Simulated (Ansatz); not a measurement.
# C₂H₄ClGeN, SMILES [CH3][GeH]([Cl])[C]#N: vertical spin-state energies

Program: Ansatz 0.2.0 through its Python package.

Input file `c2h4clgen.xyz`:
```text
9

C    -1.08690   -0.67880    0.27770
Ge    0.60010   -0.09980   -0.41820
Cl    2.09840   -1.38970    0.39250
C     1.02780    1.70450    0.08640
N     1.16930    2.78060    0.38250
H    -1.91870    0.04540   -0.15630
H    -1.11120   -0.55220    1.37630
H    -1.30180   -1.66590   -0.03700
H     0.61160   -0.19050   -1.92110
```

Notebook, run cell by cell (the value of a cell's last expression is shown):

In [1]:
```python
import ansatz as az
```

In [2]:
```python
system = az.Crystal.molecule_from_extxyz('c2h4clgen.xyz')
```

In [3]:
```python
base = (
    system.calculation()
    .basis(gaussian='cc-pVDZ')
    .functional('b3lyp', dispersion='d3bj')
)
found = {}
for unpaired in [0, 2]:
    rep = base.spin('collinear', total=unpaired).run(threads=1).report
    s = unpaired / 2
    found[unpaired] = rep['free_energy_ev']
    print(f'2S+1 = {unpaired + 1}: E = {found[unpaired]:.5f} eV, <S^2> = {abs(rep["mean_field"]["state"]["spin_squared"]):.3f} (pure state {s * (s + 1):.2f})')
lowest = min(found, key=found.get)
for unpaired, e in found.items():
    print(f'multiplicity {unpaired + 1}: {(e - found[lowest]):.3f} eV above the lowest')
```
```text
2S+1 = 1: E = -72672.06956 eV, <S^2> = 0.000 (pure state 0.00)
2S+1 = 3: E = -72665.55983 eV, <S^2> = 2.004 (pure state 2.00)
multiplicity 1: 0.000 eV above the lowest
multiplicity 3: 6.510 eV above the lowest
```

In order: multiplicity 1 (+0.00 eV) and multiplicity 3 (+6.51 eV), all at the one geometry.

Total energies depend on the basis set; only differences at equal settings carry meaning. The geometry is a force-field or estimated start, not a minimum of this method, and the basis set is short of its limit. All parts are taken at fixed geometry, without zero-point energy. b3lyp holds the VWN-RPA fit, as in Gaussian; the form of ORCA and Turbomole is b3lyp5. Wall time of the script: 85 s on 1 thread of Arm Neoverse V2 (shared host), peak memory 0.5 GiB.
